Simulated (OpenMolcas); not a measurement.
**Eu²⁺ among point charges: CASSCF levels and susceptibility**

Aim: the splitting of the states of Eu²⁺ in the field of 6 point charges, its lowest levels with spin-orbit coupling and its magnetic susceptibility.

Program: OpenMolcas 26.06. Level of theory: state-averaged CASSCF, spin-orbit coupling by RASSI with atomic mean-field integrals. These are calculated values, not measurements, unless marked.

### 1 The system

| Quantity | Value |
| --- | --- |
| Species | Eu²⁺ (europium, Z = 63, 61 electrons) |
| Basis | ANO-RCC-VTZP [8s7p5d3f2g1h], 104 functions |
| Scalar Hamiltonian | DKH2, point nucleus |
| Inactive shells | 1s 2s 2p 3s 3p 3d 4s 4p 4d 5s 5p |
| Active space | 7 electrons in 7 orbitals (4f) |
| Some configurations of this space | 4f7 |
| Orbitals | optimised for the highest spin of each parity, averaged over all roots |

Outer shells as boxes (Hund's rule):

4f7
```
4f [↑ ][↑ ][↑ ][↑ ][↑ ][↑ ][↑ ]
```

The ion sits among 6 point charges of -1 e arranged as an octahedron (Oh), 2.71 Å from the ion.

Each step is its own input file, run in one work folder so that later steps find the files of earlier ones. Labels, J, g values, rates, χT and fits are worked out afterwards by a script from the matrices that RASSI stores. The input lists half of the charges; inversion (Group=XYZ) makes the rest.

### 2 One- and two-electron integrals

Input file a.inp:

```
&GATEWAY
Coord
1

Eu 0.0 0.0 0.0
Basis=ANO-RCC-VTZP
Group=XYZ
NoMove
AngMom=0.0 0.0 0.0
AMFI
XField
3 Angstrom 0
2.710000 0.000000 0.000000 -1.000000
0.000000 2.710000 0.000000 -1.000000
0.000000 0.000000 2.710000 -1.000000
&SEWARD
```

Command:

```sh
> OMP_NUM_THREADS=1 MOLCAS_MEM=2252 MOLCAS_PROJECT=a pymolcas a.inp > a.log
```

### 3 CASSCF: octets of odd parity, 1 root

Input file a.inp:

```
&RASSCF
FileOrb=start.orb
Symmetry=2
Spin=8
nActEl=7 0 0
Inactive=15 12
Ras2=0 7
CIRoot=1 1 1
SDav=1
CIMx=300
Iter=120 100
PrWF=0.3
OrbListing=Nothing
MaxOrb=0
>>> COPY $Project.JobIph JOB001
```

start.orb holds the contracted functions of the basis, ordered by shell, or the orbitals of the step before.

### 4 CASSCF: sextets of odd parity, 48 roots

Input file a.inp:

```
&RASSCF
FileOrb=start.orb
Symmetry=2
Spin=6
nActEl=7 0 0
Inactive=15 12
Ras2=0 7
CIRoot=48 48 1
SDav=48
CIMx=300
Iter=120 100
PrWF=0.3
OrbListing=Nothing
MaxOrb=0
CIOnly
>>> COPY $Project.JobIph JOB002
```

### 5 RASSI: spin-orbit coupling between the states

Input file a.inp:

```
&RASSI
NrOfJobIphs=2 1 21
1
1 2 3 4 5 6 7 8 9 10 11 12 13 14 15 16 17 18 19 20 21
IphNames
JOB001
JOB002
EJob
SpinOrbit
DIPRint=1.0
SOCoupling=1000.0
Subsets=2
Property=9
'ANGMOM' 1 'ANGMOM' 2 'ANGMOM' 3 'MLTPL  1' 1 'MLTPL  1' 2 'MLTPL  1' 3
'AMFI' 1 'AMFI' 2 'AMFI' 3
SOProperty=3
'ANGMOM' 1 'ANGMOM' 2 'ANGMOM' 3
```

Q: Predict the outcome of this session. Wanted: spin-free ground state; lowest level; next level.

**Answer**, as computed:

| quantity | value |
| --- | --- |
| method | CASSCF |
| spin-free ground state | 8A1, 1-fold in its orbital part |
| lowest level | 8-fold |
| next level | 36849.3 cm⁻¹ |
| χT at 300 K | 7.86 cm³ K/mol |
| effective moment at 300 K | 7.93 μB |

What this shows: The spin-free ground state (8A1) comes to 100 % from free-ion S terms and keeps the highest spin of the shell. The sextets rest on orbitals optimised for another spin in at least one step, which raises them against the optimised states. Not all states of the active space went into the spin-orbit step. Terms of lower spin are left out of the spin-orbit mixing, so the small splitting that they give the half-filled shell's ground term is missing or unsound. High states of lower spin are left out of the spin-orbit mixing, and CASSCF puts spin-flip levels too high. This is an electrostatic model: the charges have no orbitals.
